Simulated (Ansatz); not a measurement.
# EuAg2 (AlB2 type): equation of state

One table from this session's results is given with a row withheld; the runs are named, their logs left out.

Program: Ansatz 0.2.0. Level of theory: DFT PBEsol, scalar-relativistic, plane waves, PAW. These are calculated values, not measurements.

## The structure to begin with

It takes space group P6/mmm (No. 191, hexagonal). Conventional cell: a = 4.705 Å, b = 4.705 Å, c = 3.657 Å, α = 90.00°, β = 90.00°, γ = 120.00°. Around Eu (site symmetry 6/mmm) lie 12 Ag at 3.27 Å and 2 Eu at 3.66 Å. Around Ag (site symmetry -6m2) lie 3 Ag at 2.72 Å.

Structure file:

```cif
data_structure
_symmetry_space_group_name_H-M 'P6/mmm'
_symmetry_Int_Tables_number 191
_cell_length_a 4.7047
_cell_length_b 4.7047
_cell_length_c 3.6574
_cell_angle_alpha 90.000
_cell_angle_beta 90.000
_cell_angle_gamma 120.000
_cell_volume 70.11
loop_
_atom_site_label
_atom_site_type_symbol
_atom_site_symmetry_multiplicity
_atom_site_Wyckoff_symbol
_atom_site_fract_x
_atom_site_fract_y
_atom_site_fract_z
_atom_site_occupancy
Eu1 Eu 1 a 0.00000 0.00000 0.00000 1
Ag1 Ag 2 d 0.33333 0.66667 0.50000 1
```

An earlier run at PBEsol left this cell at 23.369 Å³/atom and 0.02 GPa (8×8×8 mesh).

Volume factors to run: 0.980, 1.020, 0.960, 1.040.

Set-up of the first run:

input.yaml

```yaml
crystal:
  lattice:
    - [4.6731365998, 0.0, 0.0]
    - [-2.3365682999, 4.0470550108, 0.0]
    - [0.0, 0.0, 3.6328563172]
  atoms:
    - { symbol: Eu, position: [0.0, 0.0, 0.0], spin: 7.44 }
    - { symbol: Ag, position: [0.3333333333, 0.6666666667, 0.5] }
    - { symbol: Ag, position: [0.6666666667, 0.3333333333, 0.5] }
basis:
  ecutwfc: 420
  ecutrho_ratio: 4
kpoints:
  mp_grid: { grid: [8, 8, 8] }
hamiltonian:
  xc: pbesol
scf:
  occupations: { method: gaussian, width: 0.05 }
output:
  forces: true
  stress: true
  eigenvalues: true
  populations: true
magnetization:
  spin_polarized: true
relax:
  f_tol: 0.01
  max_steps: 40
  cell: { stress_tol: 0.1, fix: [volume] }
```

On the command line:

```
> ansatz run input.yaml --threads 4 --pin off --max-ram 4096MiB --backend cpu --events-out ev --progress --plain --runs-dir out
```

Among the steps run: At 0.980 of the relaxed volume; At 1.020 of the relaxed volume; Scaling the volume by 0.960; Scaling the volume by 1.040.

One table of the session follows, with a row left open; its other results are not shown here.

It belongs to the step «Energy and pressure against volume». 

| volume (Å³/atom) | energy (meV/atom) | pressure (GPa) | moment of atom 1 (μB) |
| --- | --- | --- | --- |
| 22.435 | 5.42 | 1.76 | 6.76 |
| 22.902 | 1.37 | 0.95 | 6.75 |
| 23.369 | 0.00 | 0.02 | 6.76 |
| 23.837 | ? | ? | ? |
| 24.304 | 4.66 | -1.54 | 6.78 |

**Question.** Estimate the row for volume (Å³/atom) = 23.837.

Worked estimate for «energy (meV/atom)». A straight line through the neighbours (23.369, 0.00) and (24.304, 4.66) gives 0.00 + (4.66 − 0.00) × (23.837 − 23.369) / (24.304 − 23.369) = 2.33; a parabola fitted to 3 rows on both sides gives 1.10.

As computed: energy (meV/atom): 1.25; pressure (GPa): -0.81; moment of atom 1 (μB): 6.77. In «energy (meV/atom)» the line misses by +1.08 and the parabola by -0.15.

To keep in mind: Warnings in the runs' records: given moment on shells, stability check not made.
